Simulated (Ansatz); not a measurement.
# [SnH5]− (SMILES [H][Sn-]([H])([H])([H])[H]): CCSDT(Q)/STO-3G

What is the vertical singlet–triplet gap of [SnH5]− at CCSDT(Q)/STO-3G? 

The results are computed with Ansatz 0.2.0.

## 1. Starting point

The species is [SnH5]− (6 atoms), meant as a singlet with charge -1. As SMILES, `[H][Sn-]([H])([H])([H])[H]`. Geometry: a GFN2-xTB relaxation, a rough one for these elements and not checked as a minimum.

Bond lengths: Sn1–H2 1.885 Å, Sn1–H3 1.889 Å, Sn1–H4 1.782 Å, Sn1–H5 1.783 Å, Sn1–H6 1.782 Å. Angles: H2–Sn1–H3 179.8°, H2–Sn1–H4 90.0°, H2–Sn1–H5 89.9°, H2–Sn1–H6 90.0°, H3–Sn1–H4 90.0°, H3–Sn1–H5 89.9°, H3–Sn1–H6 90.2°, H4–Sn1–H5 120.0°, H4–Sn1–H6 120.0°, H5–Sn1–H6 119.9°.

## 2. The energy at CCSDT(Q)/STO-3G

input.yaml reads:

```yaml
crystal:
  periodic: [false, false, false]
  atoms:
    - symbol: Sn
      position_ang: [0.000450, -0.001410, 0.000420]
    - symbol: H
      position_ang: [-0.020070, -0.006290, 1.885790]
    - symbol: H
      position_ang: [0.020250, 0.010720, -1.888030]
    - symbol: H
      position_ang: [1.782780, 0.010780, 0.018860]
    - symbol: H
      position_ang: [-0.902470, 1.535970, -0.003420]
    - symbol: H
      position_ang: [-0.880950, -1.549760, -0.013620]
basis:
  gaussian:
    orbitals: STO-3G
accuracy: high
scf:
  omitted_lower_state_checks: [cluster_reference, increment]
total_charge: -1
correlation:
  method: ccsdt_q
  frozen_orbitals: {H: 0, Sn: 18}
```

Launch:

```bash
$ ansatz run input.yaml --threads 1 --pin off --max-ram 2610MiB --events-out events.jsonl --progress --plain --runs-dir runs
```

Log (excerpt; [...] marks lines left out):

```text
Warning: RAYON_NUM_THREADS=1 ignored (pool sized by the plan → 1); use --threads N
Functional definition: HF
  name "HF"
[...]
570 factors; integrals over basis functions are off by at most 4.0e-9 eV
[...]
mean field -162341.37446922 eV, -5965.9354728080 hartree, gradient 5.6e-8 eV, S^2 0.000000; 0 other end points of the search recorded, 0 dependent functions left out
18 core orbitals not correlated: weight in the atoms' cores, before any rotation towards them, 1.000 or more for the frozen orbitals, at most 0.000 for the correlated occupied ones
reference -162341.37446922 eV, -5965.9354728080 hartree; 10, 10 occupied and 4, 4 virtual orbitals, 570 factors
second order -1.35854616 eV of doubles, -0.00000000 eV of singles
cycle   1  -1.78901810 eV  change   -4.3e-1 eV  update   6.3e-2
[...]
cycle  20  -2.06859185 eV  change   9.5e-10 eV  update  2.6e-10
perturbative correction -0.00030883 eV, -0.0000113493 hartree
Total energy: -162343.44336990 eV, -5966.0115035056 hartree
Checks for a lower state left out: cluster_reference, increment
```

It took 0.54 s on 1 thread of AMD EPYC 9R14 (Zen 4), shared host; peak memory 0.1 GiB.

## 3. The triplet at the same level

run.yaml reads:

```yaml
basis:
  gaussian:
    orbitals: STO-3G
crystal:
  periodic: [false, false, false]
  atoms:
    - {symbol: Sn, position_ang: [0.000450, -0.001410, 0.000420]}
    - {symbol: H, position_ang: [-0.020070, -0.006290, 1.885790]}
    - {symbol: H, position_ang: [0.020250, 0.010720, -1.888030]}
    - {symbol: H, position_ang: [1.782780, 0.010780, 0.018860]}
    - {symbol: H, position_ang: [-0.902470, 1.535970, -0.003420]}
    - {symbol: H, position_ang: [-0.880950, -1.549760, -0.013620]}
correlation:
  method: ccsdt_q
  frozen_orbitals: {H: 0, Sn: 18}
total_charge: -1
scf:
  omitted_lower_state_checks: [cluster_reference, increment]
magnetization:
  spin_polarized: true
  initial_magnetization: 2
accuracy: high
```

Launch:

```bash
$ ansatz run run.yaml --threads 1 --pin off --max-ram 2610MiB --events-out events.jsonl --progress --plain --runs-dir runs
```

Log:

```text
Warning: RAYON_NUM_THREADS=1 ignored (pool sized by the plan → 1); use --threads N
[... 15 lines left out ...]
18 core orbitals not correlated: weight in the atoms' cores, before any rotation towards them, 1.000 or more for the frozen orbitals, at most 0.000 for the correlated occupied ones
[... 55 lines left out ...]
Total energy: -162335.39864152 eV, -5965.7158651908 hartree
Checks for a lower state left out: cluster_reference, increment
```

Wall time 3.6 s (1 thread of AMD EPYC 9R14 (Zen 4), shared host); peak memory 0.15 GiB.

## 4. Results

Level: CCSDT(Q)/STO-3G, 18 core orbitals frozen.

| quantity | value |
| --- | --- |
| singlet: total energy | -5966.01150 Eh |
| singlet: correlation energy (18 core orbitals frozen) | -76.0 mEh |
| singlet: T1 diagnostic | 0.006 |
| triplet: total energy | -5965.71587 Eh |
| triplet: correlation energy (18 core orbitals frozen) | -98.2 mEh |
| triplet: ⟨S²⟩ of the reference determinant | 2.054 |
| triplet: T1 diagnostic | 0.116 |
| vertical energy of the triplet above the singlet | 8.045 eV |

At this shape the triplet lies 8.04 eV (776 kJ/mol) above the singlet. For an anion a state so high probably lies above electron detachment. In a minimal basis such a difference can be off by several eV, whatever the method. Relativity is left out (singlet) although the molecule holds a heavy atom. The T1 diagnostic (triplet) of 0.116 is above the customary mark for such species, so a single reference may not serve. Relativity is left out (triplet) although the molecule holds a heavy atom.
